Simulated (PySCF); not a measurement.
# C2H6GeOSi: the cost of one run

The runs use PySCF 2.14.0, with density-fitted response routines of our own; the level of theory stands in each step. All values are computed, except where a source is named. Atoms count from 0, in the outputs and in this text.

## 1. The starting structure

11 atoms, charge 0, multiplicity 1; geometry from: PBE0-D3(BJ)/def2-SVP.

Bonds of the start (Å): C0–C1 1.36, C1–Si2 1.85, Si2–Ge3 2.38, Ge3–O4 1.85, O4–C0 1.33, C0–H5 1.10, C1–H6 1.09, Si2–H7 1.50, Si2–H8 1.50, Ge3–H9 1.54, Ge3–H10 1.54.

## 2. Shielding tensors: HF/pcSseg-2

Job settings and geometry (Å):

```
{"job": {"kind": "nmr", "xc": "HF", "basis": "pcSseg-2", "pop": false}, "charge": 0, "multiplicity": 1}
C      0.120471     1.540260     0.088261
C     -1.066267     0.897147    -0.031426
Si    -1.017593    -0.954532    -0.130555
Ge     1.350604    -0.871076     0.051570
O      1.326492     0.979302     0.141462
H      0.175616     2.636174     0.153767
H     -1.974754     1.503679    -0.060904
H     -1.497278    -1.549167    -1.415840
H     -1.678293    -1.682335     0.996054
H      2.241494    -1.193660    -1.158918
H      2.047715    -1.319381     1.346456
```

Level: GIAO HF/pcSseg-2 NMR shielding, non-relativistic, gas phase.

On the command line:

```console
> OMP_NUM_THREADS=1 python probes_run.py task.json out
```

The driver reads the jobs from task.json and runs them one after another.

Q: Estimate the wall time and peak memory of this first job on 1 thread of Arm Neoverse V1, shared host.

About 43 s, with a peak of 1.2 GiB.
